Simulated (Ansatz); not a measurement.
# FGeH₂O+ (SMILES [OH][GeH+][F]): single points off equilibrium

The task here is to estimate one member of a computed series from the others.

Method: single points in def2-TZVPP; program: Ansatz 0.2.0, Gaussian basis.

Correlated methods freeze the cores. Filled d shells of the heavier atoms are correlated.

## Starting geometry

SMILES `[OH][GeH+][F]`, 5 atoms, charge 1, spin multiplicity 1.

Atoms are counted from 1 here; the program's logs count them from 0.

Bond lengths: O1–Ge2 1.668 Å, O1–H4 0.992 Å, Ge2–F3 1.707 Å, Ge2–H5 1.519 Å. Angles: Ge2–O1–H4 132.4°, O1–Ge2–F3 102.3°, O1–Ge2–H5 138.3°, F3–Ge2–H5 119.3°.

As a file:

```xyz
5
FGeH2O
O    -1.0361   -0.4413   -0.2761
Ge    0.4495    0.2194    0.0957
F     0.4445    1.6630   -0.8160
H    -1.4925   -1.2711    0.0200
H     1.6504   -0.1065    0.9668
```

The first run:

Input file run/in.yaml:

```yaml
crystal:
  periodic: [false, false, false]
  atoms:
    - {symbol: O, position_ang: [-1.036100, -0.441300, -0.276100]}
    - {symbol: Ge, position_ang: [0.449500, 0.219400, 0.095700]}
    - {symbol: F, position_ang: [0.444500, 1.663000, -0.816000]}
    - {symbol: H, position_ang: [-1.492500, -1.271100, 0.020000]}
    - {symbol: H, position_ang: [1.650400, -0.106500, 0.966800]}
basis:
  gaussian: {orbitals: def2-TZVPP}
total_charge: 1
correlation: {method: ccsd_t}
output: {forces: true}
```

No record of the launch command was kept for these runs.

Among the steps run: CCSD(T)/def2-TZVPP; PBE0-D4/def2-TZVPP; wB97M-V/def2-TZVPP; r2SCAN-D4/def2-TZVPP; PBE-D4/def2-TZVPP; LC-wPBE/def2-TZVPP; r2SCAN0-D4/def2-TZVPP.

One of the session's tables, all rows but one given; the rest of the session is left out.

```
    method  RMS force component (eV/Å)  angle to CCSD(T) forces (°)
   CCSD(T)                       0.780                    reference
   PBE0-D4                       0.764                          5.4
   wB97M-V                       0.737                          2.7
 r2SCAN-D4                       0.717                          2.9
    PBE-D4                       0.614                         27.8
   LC-wPBE                       0.765                         12.1
r2SCAN0-D4                           ?                            ?
```

**Question.** Estimate the row for r2SCAN0-D4.

The run gave: RMS force component (eV/Å): 0.886; angle to CCSD(T) forces (°): 13.0. In the column «RMS force component (eV/Å)» it is the highest.
